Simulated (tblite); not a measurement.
# C3H13BN2Si2: the cost of one run

Computed with tblite 0.8.0 and PySCF 2.14.0, with density-fitted response routines of our own, on a single molecule in the gas phase. Atoms are numbered from 0 throughout.

## (1) The starting structure

21 atoms, charge 0, multiplicity 1; geometry from: force field or distance geometry start.

Bonds of the start (Å): N0–Si1 1.76, Si1–N2 1.77, N2–Si3 1.77, N2–B4 1.49, B4–C5 1.60, C5–C6 1.53, C6–C7 1.51, C7–C5 1.53, N0–H8 1.05, N0–H9 1.07, Si1–H10 1.48, Si1–H11 1.48, Si3–H12 1.49, Si3–H13 1.45, Si3–H14 1.47, B4–H15 1.19, C5–H16 1.09, C6–H17 1.10, C6–H18 1.12, C7–H19 1.11, C7–H20 1.11.

## (2) Geometry optimisation with GFN2-xTB

The job: settings as JSON, then the geometry in Å.

```
{"job": {"kind": "relax", "xc": "GFN2-xTB", "basis": "xTB"}, "charge": 0, "multiplicity": 1}
N     -2.001200     1.962200     0.017900
Si    -2.223100     0.458600     0.911500
N     -0.981200    -0.771300     0.636500
Si    -1.166000    -1.672200    -0.880400
B      0.415400    -0.383100     0.987800
C      1.351200     0.338100    -0.092100
C      2.647800    -0.401800    -0.416200
C      2.689300     0.841300     0.439000
H     -2.327200     1.794700    -0.969300
H     -2.716000     2.645100     0.416300
H     -2.195900     0.805500     2.354400
H     -3.550200    -0.150800     0.681000
H     -0.777200    -3.074000    -0.554300
H     -2.548000    -1.683300    -1.334000
H     -0.241100    -1.231500    -1.933000
H      0.998000    -1.094700     1.747600
H      0.879000     0.888500    -0.911700
H      2.997500    -0.379100    -1.463500
H      2.784000    -1.356800     0.147500
H      2.806900     0.742700     1.541500
H      3.149100     1.739000    -0.017500
```

Started as:

```bash
OMP_NUM_THREADS=1 python probes_run.py task.json out
```

This one command runs all jobs of the session in turn.

**Question.** How long does this first job take on 1 thread of Arm Neoverse N1, shared host, and how much memory does it need?

About 2.8 s, with a peak of 0.18 GiB.
